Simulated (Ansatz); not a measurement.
# C₂H₆Cl₂InN: one species, many methods

One table from this session's results is given with a row withheld; the runs are named, their logs left out.

Program: Ansatz 0.2.0, Gaussian basis. Level of theory: functionals in def2-TZVPP, the program's frozen cores in correlated methods. These are calculated values, not measurements.

The runs, in order: LDA (SPW92), PBE-D4, revPBE-D4, BLYP-D4, r2SCAN-D4, B97M-V, PBE0-D4, B3LYP-D4, r2SCANh-D4, r2SCAN0-D4, HSE06-D4, BHLYP-D4, CAM-B3LYP-D4, LC-ωPBE, ωB97X-V, ωB97M-V, B2PLYP, PBE-QIDH; CCSD(T)/def2-SVP; CCSD(T)/def2-TZVPP; MP2/def2-QZVPP; extrapolation to the limit; RPA on PBE.

**The geometry**

An earlier PBE0-D4 in a triple-zeta def2 set relaxation fixed the geometry. In takes the def2 core potential; no spin-orbit term is included.

SMILES `C[N](C)[In]([Cl])[Cl]`, 12 atoms, charge 0, spin multiplicity 1.

Atoms are counted from 1 here; the program's logs count them from 0.

Bond lengths: C1–N2 1.441 Å, C1–H7 1.100 Å, C1–H8 1.100 Å, C1–H9 1.092 Å, N2–C3 1.441 Å, N2–In4 1.984 Å, C3–H10 1.100 Å, C3–H11 1.100 Å, C3–H12 1.092 Å, In4–Cl5 2.308 Å, In4–Cl6 2.308 Å. Angles: N2–C1–H7 111.3°, N2–C1–H8 111.4°, N2–C1–H9 111.2°, H7–C1–H8 107.4°, H7–C1–H9 107.7°, H8–C1–H9 107.7°, C1–N2–C3 114.2°, C1–N2–In4 122.9°, C3–N2–In4 122.9°, N2–C3–H10 111.4°, N2–C3–H11 111.3°, N2–C3–H12 111.2°, H10–C3–H11 107.4°, H10–C3–H12 107.7°, H11–C3–H12 107.7°, N2–In4–Cl5 120.4°, N2–In4–Cl6 120.4°, Cl5–In4–Cl6 119.3°.

Set-up of the first run:

in.yaml reads:

```yaml
crystal:
  periodic: [false, false, false]
  atoms:
    - {symbol: C, position_ang: [0.600572, -0.420664, -1.278369]}
    - {symbol: N, position_ang: [0.042803, -0.040855, -0.005437]}
    - {symbol: C, position_ang: [0.679880, -0.661958, 1.127731]}
    - {symbol: In, position_ang: [-1.463967, 1.237746, 0.172312]}
    - {symbol: Cl, position_ang: [-2.416242, 2.187196, -1.703851]}
    - {symbol: Cl, position_ang: [-2.287673, 1.788633, 2.257077]}
    - {symbol: H, position_ang: [0.522283, -1.505319, -1.441376]}
    - {symbol: H, position_ang: [1.665624, -0.155024, -1.344380]}
    - {symbol: H, position_ang: [0.082668, 0.076800, -2.101098]}
    - {symbol: H, position_ang: [1.748558, -0.407247, 1.175837]}
    - {symbol: H, position_ang: [0.605834, -1.757908, 1.076814]}
    - {symbol: H, position_ang: [0.219660, -0.341400, 2.064750]}
basis:
  gaussian: {orbitals: def2-TZVPP}
hamiltonian: {xc: lda}
output: {orbitals: {seedname: orbitals}}
```

The run is started by

```bash
$ ansatz run in.yaml --threads 2 --pin off --events-out ev --progress --plain --max-ram 22528MiB --backend cuda --devices 0, --max-vram 18GiB
```

Steps of the session up to this table: LDA; PBE-D4 (GGA); revPBE-D4 (GGA); BLYP-D4 (GGA); r2SCAN-D4 (meta-GGA); B97M-V (meta-GGA); PBE0-D4 (hybrid); B3LYP-D4 (hybrid); r2SCANh-D4 (hybrid); r2SCAN0-D4 (hybrid); HSE06-D4 (hybrid); BHLYP-D4 (hybrid); CAM-B3LYP-D4 (range-separated); LC-ωPBE (range-separated); ωB97X-V (range-separated); ωB97M-V (range-separated); B2PLYP (double hybrid); PBE-QIDH (double hybrid).

One of the session's tables, all rows but one given; the rest of the session is left out.

| functional | HOMO (eV) | LUMO (eV) | gap (eV) |
| --- | --- | --- | --- |
| LDA (SPW92) | -5.60 | -3.18 | 2.42 |
| PBE-D4 | -5.44 | -2.88 | 2.56 |
| revPBE-D4 | -5.37 | -2.75 | 2.62 |
| BLYP-D4 | -5.34 | -2.82 | 2.52 |
| r2SCAN-D4 | -5.66 | -2.69 | 2.98 |
| B97M-V | -5.76 | -2.75 | 3.01 |
| PBE0-D4 | -6.67 | -1.99 | 4.68 |
| B3LYP-D4 | -6.48 | -2.29 | 4.19 |
| r2SCANh-D4 | ? | ? | ? |
| r2SCAN0-D4 | -6.84 | -1.88 | 4.96 |
| HSE06-D4 | -6.27 | -2.36 | 3.91 |
| BHLYP-D4 | -7.87 | -1.09 | 6.78 |
| CAM-B3LYP-D4 | -8.04 | -1.00 | 7.04 |
| LC-ωPBE | -9.35 | 0.30 | 9.65 |
| ωB97X-V | -9.03 | 0.11 | 9.13 |
| ωB97M-V | -8.94 | -0.04 | 8.90 |

**Question.** Estimate the row for r2SCANh-D4.

Worked estimate for «HOMO (eV)». Against the share of exact exchange, r2SCAN-D4 (0, -5.66), r2SCAN0-D4 (0.25, -6.84) give a slope of -4.72 per unit share; at 0.1 the line stands at -6.13.

As computed: HOMO (eV): -6.13; LUMO (eV): -2.36; gap (eV): 3.76. In «HOMO (eV)» the line misses by 0.00.

To keep in mind: All levels share the lack of spin-orbit coupling, which lowers the free heavy atoms and so the true binding.
